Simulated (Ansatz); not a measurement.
**MgBr− (triplet): from Hartree-Fock to the top rungs, aug-cc-pVDZ**

Aim: climb from Hartree-Fock through coupled cluster for MgBr− (triplet) at one geometry and basis, and see what each rung misses.

Computed with Ansatz 0.2.0, Gaussian basis. Level: aug-cc-pVDZ, core rule «outside noble gas», up to 19 orbitals frozen.

To be run: UHF; CCSD(T) on ROHF; CCSD(T) on UHF; BCCD(T) on ROHF; CISD as a restricted active space (open shells left free, so some higher excitations enter); CCSDT(Q) on ROHF; CCSDT(Q) on UHF.

25 further runs of the same task are left out: 10 for a known fault of the program, 6 that didn't finish, 9 set aside as unsound or not needed. Runs told in other sessions of the task aren't counted.

## (1) The system

The geometry is a PBE0/def2-TZVPD stationary point (not a proven minimum). No spin-orbit coupling is included. The filled d shell of Br may be among the frozen orbitals whatever the setting's name suggests.

2 atoms, charge -1, spin multiplicity 3.

Atoms are counted from 1 here; the program's logs count them from 0.

Bond lengths: Br1–Mg2 2.475 Å.

## (2) UHF

The input, in.yaml:

```yaml
crystal:
  periodic: [false, false, false]
  atoms:
    - {symbol: Br, position_ang: [0.000000, 0.000000, 0.000000]}
    - {symbol: Mg, position_ang: [0.000000, 0.000000, 2.474900]}
basis:
  gaussian: {orbitals: aug-cc-pVDZ}
total_charge: -1
magnetization: {spin_polarized: true, initial_magnetization: 2}
hamiltonian: {xc: hf}
output: {orbitals: {seedname: orbitals}}
```

On the command line:

```
ansatz run in.yaml --threads 1 --pin off --events-out ev --progress --plain --max-ram 2393MiB
```

Further steps of the session: CCSD(T) on ROHF; CCSD(T) on UHF; BCCD(T) on ROHF; CISD as a restricted active space (open shells left free, so some higher excitations enter); CCSDT(Q) on ROHF; CCSDT(Q) on UHF.

**Question.** What will the summary of the whole plan be? Wanted: UCCSDT(Q) from the RHF energy; RMP2 from UCCSDT(Q); UMP2 from UCCSDT(Q); RCCSD from UCCSDT(Q); RCCSD(T) from UCCSDT(Q); UCCSD(T) from UCCSDT(Q); RCCSDT(Q) from UCCSDT(Q); T1 diagnostic.

**Answer**, as computed:

```
                         quantity                                                   value
    UCCSDT(Q) from the ROHF energy                                              -4.3130 eV
              RMP2 from UCCSDT(Q)                                              +515.1 meV
              UMP2 from UCCSDT(Q)                                              +512.8 meV
             RCCSD from UCCSDT(Q)                                              +133.3 meV
          RCCSD(T) from UCCSDT(Q)                                               +21.7 meV
          UCCSD(T) from UCCSDT(Q)                                               +21.1 meV
         RCCSDT(Q) from UCCSDT(Q)                                                +1.1 meV
levels within 1 kcal/mol (43 meV)  RCCSD(T), UCCSD(T), BCCD(T), RCCSDT, UCCSDT, RCCSDT(Q)
                    T1 diagnostic                                                   0.014
```

RCCSD(T) misses by +21.7 meV, 0.5 % of the correlation energy. These misses are within one basis, not against nature; the frozen cores of restricted and unrestricted runs differ, which can shift their rows.

With open shells the CI space here admits some higher excitations, so it is larger than plain CISD.
